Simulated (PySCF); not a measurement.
# SnBr+: from the state search to spectroscopic constants

One table from this session's results is given with a row withheld; the runs are named, their logs left out.

Computed with PySCF 2.14.0. Level: Sn def2-TZVPPD with ECP28, Br def2-TZVPPD, scalar-relativistic core potentials.

The first run:

Settings of the job:

- atoms: Sn, Br
- charge: 1
- basis: Sn def2-TZVPPD with ECP28, Br def2-TZVPPD
- Hamiltonian: scalar-relativistic core potentials
- basis functions: 113
- electrons treated: 56
- masses in u: 119.9022, 78.9183
- levels: PBE0, PBE, r²SCAN, PBEsol, BLYP, TPSSh, revPBE, BHandHLYP, LC-ωPBE, HF, MP2, SCS-MP2, CCSD, CCSD(T)
- grid: 80 radial by 434 angular points
- occupations: held fixed by the projection of orbital angular momentum
- dissociation limit: Sn+ + Br, each in its ground configuration
- starting distance in angstrom: 2.565
- values of 2S to try: 0, 2

On the command line:

```console
$ OMP_NUM_THREADS=2 python dia.py task.json out
```

Steps of the session up to this table: Set-up; The PBE0 curve of the state that the search chose; Excited determinants; PBE; r²SCAN (meta-GGA); PBEsol (GGA); BLYP (GGA); TPSSh (hybrid meta-GGA); revPBE; BHandHLYP (global hybrid GGA); LC-ωPBE; RHF (mean field); Correlated methods on the Hartree–Fock reference.

One of the session's tables, all rows but one given; the rest of the session is left out.

Energy (eV) from each level's lowest point:

```
R (Å)    RHF  RHF-MP2  RHF-SCS-MP2  RHF-CCSD  RHF-CCSD(T)
2.071  1.448    1.311        1.369       n/a          n/a
2.167  0.633    0.547        0.586     0.584        0.607
2.264  0.193    0.148        0.169     0.168        0.182
2.336  0.040    0.020        0.030     0.029        0.037
2.408  0.000    0.000        0.000     0.000        0.000
2.480  0.045    0.062        0.052     0.053        0.045
2.577  0.201    0.236        0.214     0.216        0.197
2.697      ?        ?            ?         ?            ?
2.841  0.943    1.007        0.954     0.956        0.903
3.034  1.594    1.663        1.587       n/a          n/a
```

**Question.** Estimate the row for R (Å) = 2.697.

Worked estimate for «RHF». A straight line through the neighbours (2.577, 0.201) and (2.841, 0.943) gives 0.201 + (0.943 − 0.201) × (2.697 − 2.577) / (2.841 − 2.577) = 0.538; a parabola fitted to 4 rows on both sides gives 0.513.

The run gave: RHF: 0.499; RHF-MP2: 0.551; RHF-SCS-MP2: 0.514; RHF-CCSD: 0.517; RHF-CCSD(T): 0.483. In «RHF» the line misses by +0.039 and the parabola by +0.014.
